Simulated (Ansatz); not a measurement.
**TaSi: a sweep of LAPW's basis error target**

How much do the results for TaSi depend on LAPW's basis error target?

Computed with Ansatz 0.2.0 (DFT, PBE, all-electron LAPW, scalar-relativistic, unless a step's input says otherwise).

3 further runs of the same task are left out: 2 that didn't finish, 1 set aside as unsound or not needed.

## (1) The system as given

The structure is cubic, space group F-43m (No. 216). The conventional cell has a = 5.770 Å, b = 5.770 Å, c = 5.770 Å, α = 90.00°, β = 90.00°, γ = 90.00°. Ta (site symmetry -43m) is surrounded by 4 Si at 2.50 Å. Around Si (site symmetry -43m) lie 4 Ta at 2.50 Å.

As a file:

```xyz
2
Lattice="0.0000 2.8852 2.8852 2.8852 0.0000 2.8852 2.8852 2.8852 0.0000" Properties=species:S:1:pos:R:3 pbc="T T T"
Ta    0.0000    0.0000    0.0000
Si    1.4426    1.4426    1.4426
```

The structure (zincblende type) was typed from a prototype and relaxed by PAW; whether it is the ground state wasn't tested.

Atoms are numbered in the order of the input: Ta1, Si2.

## (2) With basis error target 0.03 eV/atom

File input.yaml:

```yaml
crystal:
  lattice:
    - [0.0, 2.8851912417, 2.8851912417]
    - [2.8851912417, 0.0, 2.8851912417]
    - [2.8851912417, 2.8851912417, 0.0]
  atoms:
    - { symbol: Ta, position: [0.0, 0.0, 0.0] }
    - { symbol: Si, position: [0.25, 0.25, 0.25] }
kpoints:
  mp_grid: { grid: [10, 10, 10] }
scf:
  occupations: { method: fermi_dirac, width: 0.08 }
hamiltonian:
  xc: pbe
  pseudopotentials: { kind: all_electron, lapw: { basis_error: 0.03 } }
output:
  forces: true
  stress: true
  eigenvalues: true
```

Run with:

```bash
> ansatz run input.yaml --threads 1 --pin off --max-ram 2048MiB --backend cpu --events-out ev --progress --plain --runs-dir out
```

## (3) With basis error target 0.01 eV/atom

input.yaml, as its differences from that of step 2:

```diff
@@ -14,3 +14,3 @@
   xc: pbe
-  pseudopotentials: { kind: all_electron, lapw: { basis_error: 0.03 } }
+  pseudopotentials: { kind: all_electron, lapw: { basis_error: 0.01 } }
 output:
```

## (4) With basis error target 0.003 eV/atom

input.yaml, as its differences from that of step 3:

```diff
@@ -14,3 +14,3 @@
   xc: pbe
-  pseudopotentials: { kind: all_electron, lapw: { basis_error: 0.01 } }
+  pseudopotentials: { kind: all_electron, lapw: { basis_error: 0.003 } }
 output:
```

## (5) With basis error target 0.0001 eV/atom

input.yaml, as its differences from that of step 4:

```diff
@@ -14,3 +14,3 @@
   xc: pbe
-  pseudopotentials: { kind: all_electron, lapw: { basis_error: 0.003 } }
+  pseudopotentials: { kind: all_electron, lapw: { basis_error: 0.0001 } }
 output:
```

(Steps that only read results are left out.)

Q: Predict the outcome of this session. Wanted: energy error of the loosest run; pressure, lowest to highest.

As calculated:

| quantity | value |
| --- | --- |
| energy error of the loosest run (LAPW) | 11.3 meV/atom |
| within 1 meV/atom from | no run before the tightest |
| pressure, lowest to highest (LAPW) | -0.05 to 0.10 GPa |

In words: At the loosest setting in the table the energy misses the tightest run by 11.3 meV/atom; even the run before the tightest is more than 1 meV/atom away, so the sweep hasn't shown convergence. The energy falls at every step, as a growing basis should make it. The pressure spans 0.15 GPa (LAPW). The tightest run took 49 s against 13 s for the loosest. Spin-orbit coupling is left out, though the cell holds Ta; in elements this heavy it can shift bands and gaps by tenths of an eV.
